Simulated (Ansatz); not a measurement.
**Al2Rh3, relaxed**

The start is Al2Rh3, a borrowed structure type, volume estimated. Where does it settle when we relax cell and atoms, and what is it like there?

Program: Ansatz 0.2.0. Level of theory: DFT, r2SCAN, no spin polarisation, plane waves, PAW. These are calculated values, not measurements.

## (1) Geometry

Symmetry: R-3c, No. 167, trigonal system. The conventional cell has a = 5.210 Å, b = 5.210 Å, c = 14.222 Å, α = 90.00°, β = 90.00°, γ = 120.00°. Around Al (site symmetry 3) lie 6 Rh at 2.03 to 2.16 Å. Rh (site symmetry 2) is surrounded by 4 Al at 2.03 to 2.16 Å.

Structure file:

```
CELL_PARAMETERS angstrom
2.60524 4.51241 0.00000
-2.60524 4.51241 0.00000
0.00000 -3.00827 4.74079
ATOMIC_POSITIONS crystal
Al 0.35216 0.35216 0.05648
Al 0.14784 0.14784 0.44352
Al 0.64784 0.64784 0.94352
Al 0.85216 0.85216 0.55648
Rh 0.55624 0.94376 0.75000
Rh 0.25000 0.55624 0.75000
Rh 0.94376 0.25000 0.75000
Rh 0.44376 0.05624 0.25000
Rh 0.75000 0.44376 0.25000
Rh 0.05624 0.75000 0.25000
```

The first density is read from a saved solution for the starting cell.

## (2) The relaxation

input.yaml reads:

```yaml
crystal:
  lattice:
    - [2.60524181, 4.5124062, 0.0]
    - [-2.60524181, 4.5124062, 0.0]
    - [0.0, -3.0082708, 4.7407936]
  atoms:
    - { symbol: Al, position: [0.35216, 0.35216, 0.05648] }
    - { symbol: Al, position: [0.14784, 0.14784, 0.44352] }
    - { symbol: Al, position: [0.64784, 0.64784, 0.94352] }
    - { symbol: Al, position: [0.85216, 0.85216, 0.55648] }
    - { symbol: Rh, position: [0.55624, 0.94376, 0.75] }
    - { symbol: Rh, position: [0.25, 0.55624, 0.75] }
    - { symbol: Rh, position: [0.94376, 0.25, 0.75] }
    - { symbol: Rh, position: [0.44376, 0.05624, 0.25] }
    - { symbol: Rh, position: [0.75, 0.44376, 0.25] }
    - { symbol: Rh, position: [0.05624, 0.75, 0.25] }
  symmetry: { tolerance: 0.0003 }
kpoints:
  mp_grid: { grid: [5, 5, 5], shift: [0, 0, 0] }
magnetization:
  spin_polarized: false
scf:
  occupations: { method: fermi_dirac, width: 0.0545 }
  lower_state_search: "off"
hamiltonian:
  pseudopotentials: { kind: paw }
  xc: r2scan
basis:
  ecutwfc: 500
  fft_grid_basis: typed
relax:
  max_steps: 40
  cell: { p_target: 0.0 }
  f_tol: 0.03
output:
  forces: true
  stress: true
  eigenvalues: true
  bader: true
  populations: true
  elf: true
  write_potential: true
  volumetric_format: npy
  dos:
    e_range: [-12, 8]
    de: 0.05
    projected: { site_lists: { Al: [Al], Rh: [Rh] } }
  write_density: true
checkpoint:
  read: saved_state
```

On the command line:

```sh
> ansatz run input.yaml --threads 2 --pin off --max-ram 2560MiB --backend cpu --events-out ev --progress --plain --runs-dir out
```

Before running it: what results should come out? Wanted: moves; energy gained; largest move; cell; volume; pressure at the end; character; Bader charges.

The runs gave:

```
                                                 quantity                                                                        value
                                                    moves                                                                           14
                                            energy gained                                                              1811.8 meV/atom
                                             largest move                                                                  0.53 Å (Al)
                     space group (0.01 Å), before / after                                                                  R-3c / R-3c
                                                     cell  a = 6.423 Å, b = 6.423 Å, c = 5.577 Å, α = 125.16°, β = 125.16°, γ = 60.00°
                                                   volume                                                      14.88 Å³/atom (+33.5 %)
                                      pressure at the end                                                                     0.00 GPa
           formation energy (elements from separate runs)                                                                -0.38 eV/atom
                                                character                                                                        metal
density of states, mean within 0.25 eV of the Fermi level                                                           10 per eV per cell
                                            Bader charges                                                         Al +1.82, Rh -1.22 e
```

In words: The volume grew by 33.5 %, and the largest move of an atom is 0.53 Å apart from the change of the cell; the energy fell by 1811.8 meV per atom. The shape changed more than that tells: the edges moved by +23, +23, -1 %. With 12 symmetry operations imposed, the end may be a saddle point towards distortions that break them. The cell is metallic; within 0.25 eV of the Fermi level the density of states averages 10 per eV per cell, mostly Rh d (80 %). By Bader's partition Al gives up most (+1.82 e) and Rh takes most (-1.22 e). Against the elements' reference phases (Al fcc, Rh fcc; separate runs with the same functional) the formation energy is -0.38 eV per atom, which says nothing yet of rival compounds.

Keep in mind: the k mesh is coarse for a cell without a gap.
